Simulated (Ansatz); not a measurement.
Input of an Ansatz 0.2.0 run:

The input input.yaml:

```yaml
crystal:
  lattice:
    - [2.8584044518, 0.0, 0.0]
    - [-1.4292022259, 2.4754508696, 0.0]
    - [0.0, 0.0, 6.532504]
  atoms:
    - { symbol: Pt, position: [0.6666666667, 0.3333333333, 0.316206] }
    - { symbol: Pt, position: [0.3333333333, 0.6666666667, 0.683794] }
    - { symbol: Mn, position: [0.0, 0.0, 0.0], spin: 5.5 }
hamiltonian:
  xc: pbesol
  pseudopotentials: { kind: paw }
magnetization:
  spin_polarized: true
kpoints:
  mp_grid: { grid: [11, 11, 4] }
scf:
  occupations: { method: fermi_dirac, width: 0.05 }
output:
  forces: true
  stress: true
  eigenvalues: true
```

Potentials or basis: Ansatz PAW.

Run with:

```bash
$ ansatz run input.yaml --threads 2 --pin off --max-ram 5632MiB --backend cpu --events-out ev --progress --plain --runs-dir out
```

Q: Estimate the band gap on the k mesh.

A: None (metal or under the smearing width).

Q: Predict the site moments.

A: Pt +0.30; Mn +3.71 μB.

Q: Predict the absolute moment.

A: 4.59 μB per cell.

Stress tensor (GPa, compression positive):
```
-10.14   0.00   0.00
  0.00 -10.14   0.00
  0.00   0.00  -7.29
```

Caveat: the PAW data sets come from PBE, with cores solved anew for the run's functional, which leaves a small shift of forces and pressure. Spin-orbit coupling is left out, which matters for the levels of Pt.
